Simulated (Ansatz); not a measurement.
# BH₄F (built from SMILES B.F): a reaction path by the nudged elastic band

What path joins these two structures, and how high does it climb? Both ends were relaxed at PBE0-D4 in triple zeta.

Computed with Ansatz 0.2.0, Gaussian basis. Level: PBE0-D4/def2-SVP.

22 further runs of the same task are left out: 22 set aside as unsound or not needed.

## Step 1: The starting structure

The first end: 6 atoms, charge 0, spin multiplicity 1.

Atoms are counted from 1 here; the program's logs count them from 0.

Bond lengths: B1–H2 1.202 Å, B1–H3 1.193 Å, B1–H4 1.193 Å, H5–F6 0.926 Å. Angles: H2–B1–H3 118.7°, H2–B1–H4 118.7°, H3–B1–H4 120.0°.

Coordinates:

| atom | x (Å) | y (Å) | z (Å) |
| --- | --- | --- | --- |
| B1 | -0.4268 | 0.3902 | -0.3185 |
| H2 | 0.3058 | 1.2064 | 0.1728 |
| H3 | -0.2671 | 0.0916 | -1.4630 |
| H4 | -1.4651 | 0.1536 | 0.2204 |
| H5 | 1.2579 | -0.6919 | 0.9226 |
| F6 | 0.5954 | -1.1499 | 0.4658 |

The second end:

```xyz
6
BFH4
B    -0.62361   -0.55826   -0.42350
H     1.02008    1.49059    0.67114
H    -0.26474   -0.13248   -1.48350
H    -1.49204   -0.06893    0.23989
H     1.39773    0.91519    0.96190
F    -0.03743   -1.64611    0.03406
```

## Step 2: The band at PBE0-D4/def2-SVP

neb/in.yaml

```yaml
crystal:
  periodic: [false, false, false]
  atoms:
    - {symbol: B, position_ang: [-0.426825, 0.390218, -0.318531]}
    - {symbol: H, position_ang: [0.305766, 1.206364, 0.172755]}
    - {symbol: H, position_ang: [-0.267148, 0.091617, -1.462967]}
    - {symbol: H, position_ang: [-1.465112, 0.153633, 0.220357]}
    - {symbol: H, position_ang: [1.257899, -0.691914, 0.922560]}
    - {symbol: F, position_ang: [0.595421, -1.149919, 0.465826]}
basis:
  gaussian: {orbitals: def2-SVP}
hamiltonian: {xc: pbe0, dispersion: d4}
neb:
  images: 5
  climbing: true
  max_iterations: 40
  initial_path: idpp
  final_atoms:
    - {symbol: B, position_ang: [-0.623609, -0.558257, -0.423496]}
    - {symbol: H, position_ang: [1.020082, 1.490590, 0.671139]}
    - {symbol: H, position_ang: [-0.264736, -0.132483, -1.483499]}
    - {symbol: H, position_ang: [-1.492036, -0.068935, 0.239888]}
    - {symbol: H, position_ang: [1.397726, 0.915194, 0.961903]}
    - {symbol: F, position_ang: [-0.037426, -1.646108, 0.034063]}
```

Started as:

```
$ ansatz run in.yaml --threads 2 --pin off --events-out ev --progress --plain --max-ram 4352MiB
```

The program printed:

```text
Functional definition: PBE0
  name "PBE0"
  cite "Adamo & Barone, J. Chem. Phys. 110, 6158 (1999) doi:10.1063/1.478522"
  cite "Perdew, Burke & Ernzerhof, Phys. Rev. Lett. 77, 3865 (1996) doi:10.1103/PhysRevLett.77.3865"
  parent pbe
  parameter a = 0.25
  parameter kappa = 0.804
  parameter beta = 0.06672455060314922
  exchange = (1 - a)*pbe_x(kappa = kappa, mu = beta*pi^2/3) + a*exact_x
  correlation = pbe_c(beta = beta)
520 factors; integrals over basis functions are off by at most 3.4e-4 eV
mean field evaluation 1: about -3449.3801 eV, gradient 2.3e1 eV
mean field evaluation 2: about -3449.7218 eV, gradient 2.4e1 eV
mean field evaluation 4: about -3450.6553 eV, gradient 4.6e-1 eV
mean field evaluation 8: about -3450.6564 eV, gradient 8.9e-4 eV
mean field -3450.65643032 eV, -126.8092848754 hartree, gradient 1.7e-5 eV, S^2 0.000000; 0 other end points of the search recorded, 0 dependent functions left out
the calculation of the forces begins
reference -3450.65645089 eV, -126.8092856313 hartree; 9, 9 occupied and 39, 39 virtual orbitals, 520 factors
[... from here to the last solve, the lines of the solves are left out (82 solves) ...]
WARN: NEB end point (image 0): max|allowed force component| = 3.306e-1 eV/Å (the criterion of neb.relax_end_points is 1.000e-2). That is over neb.f_tol: it is no minimum, so the barrier can be far off. Relax it first
WARN: NEB end point (image 6): max|allowed force component| = 3.932e-1 eV/Å (the criterion of neb.relax_end_points is 1.000e-2). That is over neb.f_tol: it is no minimum, so the barrier can be far off. Relax it first
NEB iter   1: max|band force component| = 5.084e0 eV/Å  barrier→ = 4.1174 eV  barrier← = 5.3082 eV  Δτ_max = 0.2000 Å  (148 SCF iters)
NEB iter   2: max|band force component| = 3.980e0 eV/Å  barrier→ = 2.2025 eV  barrier← = 3.3933 eV  Δτ_max = 0.2000 Å  (128 SCF iters)
NEB iter   3: max|band force component| = 1.733e1 eV/Å  barrier→ = 1.7221 eV  barrier← = 2.9129 eV  Δτ_max = 0.1024 Å  (130 SCF iters)
NEB iter   4: max|band force component| = 6.724e0 eV/Å  barrier→ = 0.8196 eV  barrier← = 2.0104 eV  Δτ_max = 0.2000 Å  (121 SCF iters)
NEB iter   5: max|band force component| = 3.616e0 eV/Å  barrier→ = 0.6850 eV  barrier← = 1.8758 eV  Δτ_max = 0.1615 Å  (126 SCF iters)
NEB iter   6: max|band force component| = 1.402e0 eV/Å  barrier→ = 0.3398 eV  barrier← = 1.5306 eV  Δτ_max = 0.0532 Å  (117 SCF iters)
NEB iter   7: max|band force component| = 3.697e-1 eV/Å  barrier→ = 0.3020 eV  barrier← = 1.4928 eV  CI = image 2  Δτ_max = 0.0382 Å  (107 SCF iters)
NEB iter   8: max|band force component| = 3.290e-1 eV/Å  barrier→ = 0.3007 eV  barrier← = 1.4916 eV  CI = image 2  Δτ_max = 0.0151 Å  (107 SCF iters)
NEB iter   9: max|band force component| = 6.136e-2 eV/Å  barrier→ = 0.2977 eV  barrier← = 1.4885 eV  CI = image 2  Δτ_max = 0.0070 Å  (104 SCF iters)
518 factors; integrals over basis functions are off by at most 5.9e-4 eV
mean field evaluation 608: about -3451.8504 eV, gradient 4.9e-2 eV
mean field -3451.85037664 eV, -126.8531615931 hartree, gradient 9.4e-7 eV, S^2 0.000000; 0 other end points of the search recorded, 0 dependent functions left out
the calculation of the forces begins
reference -3451.85039736 eV, -126.8531623548 hartree; 9, 9 occupied and 39, 39 virtual orbitals, 518 factors
NEB iter  10: max|band force component| = 4.028e-2 eV/Å  barrier→ = 0.2971 eV  barrier← = 1.4880 eV  CI = image 2  Δτ_max = 0.0000 Å  (711 SCF iters)
Total energy: -3450.39127486 eV, -126.7995405918 hartree
Atom 0 at    -0.318230     0.085169    -0.229782 Å, force    -0.019818     0.009662    -0.014139 eV/Å
Atom 1 at     0.532712     0.900233     0.346425 Å, force     0.007610     0.004849     0.005191 eV/Å
Atom 2 at    -0.164277     0.115821    -1.421783 Å, force    -0.002479     0.000175     0.001115 eV/Å
Atom 3 at    -1.392212     0.178951     0.302460 Å, force     0.000202     0.000047    -0.002877 eV/Å
Atom 4 at     0.840233    -0.110050     0.602474 Å, force     0.003901     0.000223     0.002662 eV/Å
Atom 5 at     0.501775    -1.170125     0.400206 Å, force     0.010584    -0.014956     0.008048 eV/Å
Dipole moment:     0.193769     0.156690     0.132263 e Å
```

Run time: 33 s. Hardware: 2 threads of Intel Xeon at 2.60GHz, shared host.

The last band:

| image | path (Å) | energy (kcal/mol) | B1–F6 (Å) | H2–H5 (Å) | B1–H2 (Å) | H5–F6 (Å) |
| --- | --- | --- | --- | --- | --- | --- |
| 0 | 0.00 | 0.0 | 2.01 | 2.25 | 1.20 | 0.93 |
| 1 | 0.49 | 0.7 | 1.85 | 1.64 | 1.23 | 0.94 |
| 2 | 0.98 | 6.9 | 1.63 | 1.09 | 1.31 | 1.13 |
| 3 | 1.48 | -13.5 | 1.40 | 0.80 | 1.56 | 1.66 |
| 4 | 1.98 | -24.9 | 1.33 | 0.76 | 1.97 | 2.19 |
| 5 | 2.48 | -27.3 | 1.32 | 0.76 | 2.41 | 2.64 |
| 6 | 2.98 | -27.5 | 1.32 | 0.75 | 2.85 | 3.08 |

The highest image, 2:

```xyz
6
charge 0, multiplicity 1
B    -0.3182    0.0852   -0.2298
H     0.5327    0.9002    0.3464
H    -0.1643    0.1158   -1.4218
H    -1.3922    0.1790    0.3025
H     0.8402   -0.1100    0.6025
F     0.5018   -1.1701    0.4002
```

## Step 3: Outcome

```
                                                                       quantity                                                    value
                                                PBE0-D4/def2-SVP, 10 iterations  highest 6.9 kcal/mol (image 2), last end -27.5 kcal/mol
from earlier runs: barrier over the separately found saddle, CCSD(T)/def2-TZVPP                                            14.2 kcal/mol
```

What this shows: The highest image lies 6.9 kcal/mol above the first end, and it climbed, so it estimates the saddle. The ends are not quite minima at this level (largest force component 0.39 eV/Å), so the heights are unreliable: relaxing the first end would lower it and raise the barrier above it. The highest image is 7.3 kcal/mol below the CCSD(T) barrier in triple zeta, which comes from separate runs on the saddle.
